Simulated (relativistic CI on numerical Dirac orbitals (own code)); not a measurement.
**Co²⁺: M2,3 absorption multiplets**

Aim: the M2,3 absorption spectrum of Co²⁺ in 4 surroundings, from the same atomic integrals.

The numbers are computed with relativistic CI on numerical Dirac orbitals (own code) version 1 (Dirac-Coulomb-Breit CI, KLI orbitals optimised for each configuration, model QED (radiative potential, 1s self-energy scaled to tabulated hydrogen-like ionisation energies), valence Slater integrals scaled by 0.9, multiplet model of core-to-valence dipole absorption in a parametric crystal field), except any that are marked as measured or tabulated.

### 1 What is computed

- ion: Co²⁺ (Co III)
- nuclear charge: 27
- electrons: 25
- configurations: [Ar] 3d7 → [Ne] 3s2 3p5 3d8
- magnetising field for the dichroism, Lz and Sz: exchange field 10 meV on Sz; these come from the lowest magnetised state alone (0 K)
- temperature of the isotropic spectrum: 300 K
- widths: Lorentz 0.8 eV, Gauss 0.3 eV
- surrounding 1: Oh, 10Dq = 19600 cm⁻¹
- surrounding 2: Oh, 10Dq = 23700 cm⁻¹
- surrounding 3: Oh, 10Dq = 27750 cm⁻¹
- surrounding 4: Oh, 10Dq = 31850 cm⁻¹

### 2 Surrounding 1: Oh, 10Dq = 19600

Input settings:

```ini
atom Co  Z=27  charge=2  electrons=25
nucleus A=59  rms_radius_fm=3.7875
hamiltonian dirac-coulomb  breit=on  qed=on  c_scale=1
orbitals kli  potential=per-configuration
slater_scale 0.9
correlation none
mixing on
configurations
  [Ar] 3d7
  [Ne] 3s2 3p5 3d8
end
absorption M2,3 T=300 lorentz=0.8 gauss=0.3
crystal_field Oh 10Dq=19600
```

Results of the run (chosen fields of its result record, rounded), shortened:

```text
{
  "status": "converged",
  "curve, one point in 4 above 2 % of the maximum [energy, isotropic, mcd, ld] [eV; bohr^2/eV]": [
    [57.5, 0.00194, -0.001091, 0.000537],
    [57.9, 0.003466, -0.002239, 0.001177],
    [58.3, 0.007355, -0.005311, 0.002947],
    [58.7, 0.00905, -0.006141, 0.003479],
    [59.1, 0.006588, -0.002773, 0.0009987],
    [59.5, 0.005814, -0.000931, -0.0001276],
    [59.9, 0.00697, 0.0008688, -0.0006253],
    [60.3, 0.0123, 0.003145, -0.001785],
    [60.7, 0.01492, -0.0003555, -0.001206],
    [61.1, 0.01334, 0.002388, 0.000643],
    [61.5, 0.009701, 0.00167, 0.0005942],
    [61.9, 0.007398, -0.0004652, -1.884e-05],
    [62.3, 0.006113, -0.0009537, 0.0001123],
    [62.7, 0.005674, -0.001594, 0.0005645],
    [63.1, 0.006513, -0.002501, 0.0008676],
    [63.5, 0.00895, -0.003809, 0.001065],
    [63.9, 0.01394, -0.006588, 0.001962],
    [64.3, 0.02415, -0.01364, 0.005042],
    [64.7, 0.05237, -0.03235, 0.01193],
    [65.1, 0.09326, -0.07479, 0.01964],
    [65.5, 0.08345, -0.05445, 0.009845],
    [65.9, 0.06074, -0.01923, 0.002203],
    [66.3, 0.03333, -0.009446, 0.001433],
    [66.7, 0.01922, -0.002929, 0.001173],
    [67.1, 0.01331, 0.0006614, 0.0007301],
    [67.5, 0.009396, -0.0004327, 0.0004632],
    [67.9, 0.007643, -0.001599, -0.0001662],
    [68.3, 0.008139, -0.002637, -0.001178],
    "... 13 more rows left out ..."
  ],
  "sticks, the strongest [energy, strength] [eV, bohr^2]": [
    [60.47, 0.008495],
    [64.98, 0.0067],
    [65.01, 0.008686],
    [65.02, 0.01515],
    [65.05, 0.01521],
    [65.16, 0.007275],
    [65.2, 0.04764],
    [65.65, 0.005716],
    [65.78, 0.008685],
    [65.82, 0.00698],
    [65.85, 0.008152],
    [69.14, 0.006799],
    [70.07, 0.005999],
    [70.18, 0.006388]
  ],
  "total [bohr^2]": 0.28019,
  "centroid [eV]": 65.5748,
  "radial 3p6 3d7 [Ha, bohr]": {"<r^-3>(3d)": 6.0498, "<r^1>(3d)": 1.0046, "<r^2>(3d)": 1.2956, "<r^4>(3d)": 4.0345, "F2(3d,3d)": 0.42413, "F4(3d,3d)": 0.26326, "zeta(3d)": 0.0023204},
  "radial 3p5 3d8 [Ha, bohr]": {"<r^-3>(3p)": 66.349, "<r^1>(3p)": 0.81606, "<r^2>(3p)": 0.78393, "<r^4>(3p)": 1.0711, "zeta(3p)": 0.04393, "<r^-3>(3d)": 6.1382, "<r^1>(3d)": 0.99633, "<r^2>(3d)": 1.2729, "<r^4>(3d)": 3.8849, "F2(3d,3d)": 0.42819, "F4(3d,3d)": 0.26592, "F2(3p,3d)": 0.47495, "G1(3p,3d)": 0.58915, "G3(3p,3d)": 0.35617, "zeta(3d)": 0.0023148},
  "ground_degeneracy": 2,
  "ground_Lz": -0.841061,
  "ground_Sz": -1.08412,
  "ground_S": 1.49832,
  "core_spin_orbit_splitting [eV]": 1.8235
}
```

Run time: 0.17 s. Hardware: 1 thread, shared host.

### 3 Surrounding 2: Oh, 10Dq = 23700

Changes to the settings of step 2:

```diff
@@ -12,2 +12,2 @@
 absorption M2,3 T=300 lorentz=0.8 gauss=0.3
-crystal_field Oh 10Dq=19600
+crystal_field Oh 10Dq=23700
```

Results of the run:

```text
{
  "status": "converged",
  "curve, one point in 9 above 2 % of the maximum [energy, isotropic, mcd, ld] [eV; bohr^2/eV]": [
    [58.2, 0.0006987, 0.0001017, -8.938e-05],
    [59.1, 0.001538, 0.0006344, 0.0004159],
    [60, 0.002604, 0.0005717, 0.0006822],
    [60.9, 0.004995, 0.001427, -0.002792],
    [61.8, 0.01038, 0.004021, -0.01169],
    [62.7, 0.01547, -0.008971, -0.01935],
    [63.6, 0.008799, -0.009143, -0.009165],
    [64.5, 0.008563, -0.004386, -0.002133],
    [65.4, 0.02304, -0.01348, -0.0184],
    [66.3, 0.02349, 0.01258, -0.004647],
    [67.2, 0.02139, -0.008386, 0.01642],
    [68.1, 0.01299, 0.002741, 0.01093],
    [69, 0.01137, 0.007102, 0.006089],
    [69.9, 0.008421, -0.001365, 0.004339],
    [70.8, 0.009786, -0.002403, 0.0109],
    [71.7, 0.02739, -0.01542, 0.03575],
    [72.6, 0.03325, 0.004723, 0.04672],
    [73.5, 0.02465, 0.007546, 0.03431],
    [74.4, 0.007664, 0.002375, 0.007992],
    [75.3, 0.006468, 3.715e-05, 0.006545],
    [76.2, 0.02163, 0.002248, 0.01885],
    [77.1, 0.01365, 0.003129, 0.005221],
    [78, 0.004545, 0.0007079, 0.003376],
    [78.9, 0.003263, 0.0009858, 0.001942],
    [79.8, 0.001428, 0.0001453, 0.001012],
    [80.7, 0.0007431, 5.854e-05, 0.0005341]
  ],
  "sticks, the strongest [energy, strength] [eV, bohr^2]": [
    [62.79, 0.01113],
    [65.54, 0.01864],
    [67.21, 0.0104],
    [71.88, 0.02934],
    [72.55, 0.02543],
    [73.28, 0.0287],
    [76.43, 0.01619],
    [76.7, 0.01191]
  ],
  "total [bohr^2]": 0.279874,
  "centroid [eV]": 69.8079,
  "ground_degeneracy": 4,
  "ground_Lz": -0.062419,
  "ground_Sz": -0.515885,
  "ground_S": 0.550498,
  "core_spin_orbit_splitting [eV]": 1.8235
}
```

It took 0.15 s on 1 thread, shared host.

### 4 Surrounding 3: Oh, 10Dq = 27750

Changes to the settings of step 3:

```diff
@@ -12,2 +12,2 @@
 absorption M2,3 T=300 lorentz=0.8 gauss=0.3
-crystal_field Oh 10Dq=23700
+crystal_field Oh 10Dq=27750
```

Results of the run:

```text
{
  "status": "converged",
  "curve, one point in 9 above 2 % of the maximum [energy, isotropic, mcd, ld] [eV; bohr^2/eV]": [
    [58.9, 0.0007456, 8.971e-05, -9.664e-05],
    [59.8, 0.001826, 0.000756, 0.0007278],
    [60.7, 0.002454, 0.0001427, -0.0002643],
    [61.6, 0.00616, 0.00225, -0.004774],
    [62.5, 0.01222, 0.006595, -0.01548],
    [63.4, 0.0172, -0.01425, -0.02211],
    [64.3, 0.008439, -0.008814, -0.008801],
    [65.2, 0.009382, -0.005062, -0.002729],
    [66.1, 0.02192, -0.01372, -0.01696],
    [67, 0.01982, 0.01434, -0.004278],
    [67.9, 0.02168, -0.01011, 0.01649],
    [68.8, 0.01485, 0.003402, 0.01512],
    [69.7, 0.01227, 0.006265, 0.007731],
    [70.6, 0.008149, -0.001881, 0.006921],
    [71.5, 0.01131, -0.001141, 0.01419],
    [72.4, 0.03239, -0.01807, 0.04394],
    [73.3, 0.03484, 0.007766, 0.04805],
    [74.2, 0.02508, 0.007776, 0.03559],
    [75.1, 0.007309, 0.002133, 0.007949],
    [76, 0.005243, 0.0006043, 0.005014],
    [76.9, 0.01405, 0.0001959, 0.0124],
    [77.8, 0.01565, 0.0006412, 0.006748],
    [78.7, 0.004007, 0.0009151, 0.002081],
    [79.6, 0.002872, 0.0005613, 0.002105],
    [80.5, 0.001402, 0.0001837, 0.0008752],
    [81.4, 0.0007309, 4.66e-05, 0.0005438]
  ],
  "sticks, the strongest [energy, strength] [eV, bohr^2]": [
    [63.52, 0.01296],
    [66.12, 0.01727],
    [68.02, 0.01152],
    [72.45, 0.03066],
    [73.18, 0.02489],
    [73.24, 0.01028],
    [74.2, 0.02256],
    [77.3, 0.01299]
  ],
  "total [bohr^2]": 0.279721,
  "centroid [eV]": 70.2576,
  "ground_degeneracy": 4,
  "ground_Lz": -0.0670718,
  "ground_Sz": -0.503586,
  "ground_S": 0.512013,
  "core_spin_orbit_splitting [eV]": 1.8235
}
```

Run time: 0.15 s. Hardware: 1 thread, shared host.

### 5 Surrounding 4: Oh, 10Dq = 31850

Changes to the settings of step 4:

```diff
@@ -12,2 +12,2 @@
 absorption M2,3 T=300 lorentz=0.8 gauss=0.3
-crystal_field Oh 10Dq=27750
+crystal_field Oh 10Dq=31850
```

Results of the run:

```text
{
  "status": "converged",
  "curve, one point in 9 above 2 % of the maximum [energy, isotropic, mcd, ld] [eV; bohr^2/eV]": [
    [59.4, 0.0007679, 8.727e-05, -9.734e-05],
    [60.3, 0.001898, 0.0007579, 0.0007617],
    [61.2, 0.002463, 8.322e-05, -0.0004549],
    [62.1, 0.006056, 0.002099, -0.004905],
    [63, 0.01252, 0.009725, -0.01629],
    [63.9, 0.01913, -0.01578, -0.02502],
    [64.8, 0.008346, -0.008524, -0.008879],
    [65.7, 0.008271, -0.005564, -0.004649],
    [66.6, 0.02147, -0.01252, -0.01],
    [67.5, 0.01768, 0.01484, -0.005201],
    [68.4, 0.01875, -0.004728, 0.01285],
    [69.3, 0.02002, 0.00238, 0.02174],
    [70.2, 0.0159, 0.006229, 0.01723],
    [71.1, 0.008056, 0.0005942, 0.006238],
    [72, 0.009994, -0.001143, 0.01231],
    [72.9, 0.02962, -0.01496, 0.04204],
    [73.8, 0.037, 0.007484, 0.04992],
    [74.7, 0.01678, 0.003889, 0.02249],
    [75.6, 0.01097, 0.003154, 0.01423],
    [76.5, 0.004865, 0.001835, 0.003996],
    [77.4, 0.005939, -1.604e-06, 0.00507],
    [78.3, 0.01698, 0.0007887, 0.01],
    [79.2, 0.005885, 0.002349, 0.001225],
    [80.1, 0.002732, 6.662e-05, 0.002078],
    [81, 0.001493, 0.0003303, 0.0007616],
    [81.9, 0.0008455, 6.98e-05, 0.0006444]
  ],
  "sticks, the strongest [energy, strength] [eV, bohr^2]": [
    [63.58, 0.01042],
    [66.65, 0.01395],
    [68.83, 0.01153],
    [69.4, 0.0109],
    [69.99, 0.0107],
    [73.05, 0.02968],
    [73.88, 0.03321],
    [75.15, 0.01783]
  ],
  "total [bohr^2]": 0.279665,
  "centroid [eV]": 70.5896,
  "ground_degeneracy": 4,
  "ground_Lz": -0.060721,
  "ground_Sz": -0.501422,
  "ground_S": 0.505173,
  "core_spin_orbit_splitting [eV]": 1.8235
}
```

Wall time 0.14 s (1 thread, shared host).

### 6 Comparison

| surrounding | ground S | Lz (0 K) | Sz (0 K) | centroid (eV) | share of the lower edge | up to four highest peaks (% of the highest), eV |
| --- | --- | --- | --- | --- | --- | --- |
| 1: Oh | 1.50 | -0.84 | -1.08 | 65.57 | - | 60.6 (16), 65.2 (100), 69.2 (21), 69.9 (21) |
| 2: Oh | 0.55 | -0.06 | -0.52 | 69.81 | - | 65.7 (81), 72.0 (98), 72.5 (100), 73.2 (94) |
| 3: Oh | 0.51 | -0.07 | -0.50 | 70.26 | - | 68.0 (61), 72.6 (93), 73.1 (100), 74.1 (70) |
| 4: Oh | 0.51 | -0.06 | -0.50 | 70.59 | - | 66.6 (58), 68.8 (61), 73.1 (88), 73.8 (100) |

### 7 Results

| quantity | value |
| --- | --- |
| highest peak, first run | 65.2 eV |
| ground spin (effective S from ⟨S²⟩) | 0.51 to 1.50 |
| core spin-orbit splitting (without Breit) | 1.82 eV |

In words: The ground spin changes between the runs (1.50 to 0.51), and the line shape with it. The position of the maximum differs by up to 8.6 eV between the surroundings, by shifts of peaks or by peaks exchanging rank. Edge positions are free-ion values and differ from those in solids by a few eV or more.
